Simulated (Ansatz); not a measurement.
# CH₅ClOSi: up Jacob's ladder to CCSD(T)

Aim: compute CH₅ClOSi with functionals from several rungs and with coupled cluster, and see how far each lands from CCSD(T) at the basis-set limit for the atomisation energy.

Computed with Ansatz 0.2.0, Gaussian basis. Level: functionals in def2-TZVPP, the program's frozen cores in correlated methods.

The runs, in order: LDA (SPW92), PBE-D4, revPBE-D4, BLYP-D4, r2SCAN-D4, B97M-V, PBE0-D4, B3LYP-D4, r2SCANh-D4, r2SCAN0-D4, HSE06-D4, BHLYP-D4, CAM-B3LYP-D4, LC-ωPBE, ωB97X-V, ωB97M-V, B2PLYP, PBE-QIDH; CCSD(T)/def2-SVP; CCSD(T)/def2-TZVPP; MP2/def2-QZVPP; extrapolation to the limit; RPA on PBE.

## Step 1: The relaxed structure

The geometry comes from an earlier relaxation with PBE0-D4 in a triple-zeta def2 set; it is a stationary point, not always the lowest conformer.

SMILES `OC[SiH2]Cl`, 9 atoms, charge 0, spin multiplicity 1.

Atoms are counted from 1 here; the program's logs count them from 0.

Bond lengths: O1–C2 1.416 Å, O1–H5 0.962 Å, C2–Si3 1.882 Å, C2–H6 1.095 Å, C2–H7 1.100 Å, Si3–Cl4 2.067 Å, Si3–H8 1.484 Å, Si3–H9 1.481 Å. Angles: C2–O1–H5 108.3°, O1–C2–Si3 112.1°, O1–C2–H6 106.9°, O1–C2–H7 112.0°, Si3–C2–H6 109.0°, Si3–C2–H7 110.1°, H6–C2–H7 106.5°, C2–Si3–Cl4 106.0°, C2–Si3–H8 112.1°, C2–Si3–H9 112.1°, Cl4–Si3–H8 108.2°, Cl4–Si3–H9 107.2°, H8–Si3–H9 110.8°.

## Step 2: LDA

This LDA is Slater exchange with PW92 correlation.

The input, in.yaml:

```yaml
crystal:
  periodic: [false, false, false]
  atoms:
    - {symbol: O, position_ang: [-0.200601, 1.578336, -0.712233]}
    - {symbol: C, position_ang: [0.674534, 0.526527, -0.347247]}
    - {symbol: Si, position_ang: [-0.189027, -0.786834, 0.687699]}
    - {symbol: Cl, position_ang: [-1.850504, -1.367100, -0.396948]}
    - {symbol: H, position_ang: [-0.967029, 1.194716, -1.150033]}
    - {symbol: H, position_ang: [1.479333, 0.973990, 0.245002]}
    - {symbol: H, position_ang: [1.150681, 0.064769, -1.224379]}
    - {symbol: H, position_ang: [0.665576, -1.981147, 0.901222]}
    - {symbol: H, position_ang: [-0.674463, -0.249457, 1.979715]}
basis:
  gaussian: {orbitals: def2-TZVPP}
hamiltonian: {xc: lda}
output: {orbitals: {seedname: orbitals}}
```

The run is started by

```console
$ ansatz run in.yaml --threads 2 --pin off --events-out ev --progress --plain --max-ram 4352MiB
```

Further steps of the session: PBE-D4 (GGA); revPBE-D4 (GGA); BLYP-D4 (GGA); r2SCAN-D4 (meta-GGA); B97M-V (meta-GGA); B3LYP-D4 (hybrid); r2SCANh-D4 (hybrid); r2SCAN0-D4 (hybrid); HSE06-D4 (hybrid); BHLYP-D4 (hybrid); CAM-B3LYP-D4 (range-separated); LC-ωPBE (range-separated); ωB97X-V (range-separated); ωB97M-V (range-separated); B2PLYP (double hybrid); PBE-QIDH (double hybrid); CCSD(T) in def2-SVP; CCSD(T) in def2-TZVPP; MP2 in def2-QZVPP; RPA on PBE orbitals.

**Question.** What will the summary of the whole plan be? Wanted: atomisation energy, CCSD(T)/CBS; farthest beyond LDA; mean size of error, GGA; mean size of error, meta-GGA; mean size of error, hybrid; mean size of error, range-separated; mean size of error, double hybrid; gap, smallest and largest; T1 diagnostic.

**Answer**, as computed:

```
                               quantity                                              value
        atomisation energy, CCSD(T)/CBS                                      3085.4 kJ/mol
 functionals within 15.4 kJ/mol (0.5 %)  r2SCAN-D4, B97M-V, CAM-B3LYP-D4, ωB97X-V, ωB97M-V
                    farthest beyond LDA                           BHLYP-D4 (-101.5 kJ/mol)
                mean size of error, GGA                                        34.3 kJ/mol
           mean size of error, meta-GGA                                         1.7 kJ/mol
             mean size of error, hybrid                                        38.3 kJ/mol
    mean size of error, range-separated                                        12.3 kJ/mol
      mean size of error, double hybrid                                        43.8 kJ/mol
              gap, smallest and largest          5.19 eV (LDA (SPW92)), 12.74 eV (LC-ωPBE)
                          T1 diagnostic                                             0.0101
triples share of the correlation energy                                              3.7 %
```

**Reading.** LDA overbinds by 423.1 kJ/mol (14 %). PBE-D4 misses by +27.6 kJ/mol. Double hybrids carry the basis error of their MP2 part in triple zeta, and no dispersion term here, so their miss is partly the set-up's. The rungs meta-GGA, range-separated miss on average by less than the doubt on the reference (15.4 kJ/mol), so they tie. The reference freezes the cores and leaves out relativity and excitations past (T), so misses under about 15.4 kJ/mol can't be ranked. Hartree-Fock recovers 73 % of the binding; the rest is correlation. CCSD(T) in def2-SVP is off by -212.1 kJ/mol, which most functionals beat. The gap grows from 5.2 to 12.7 eV across the functionals, mostly with the share of exact exchange.
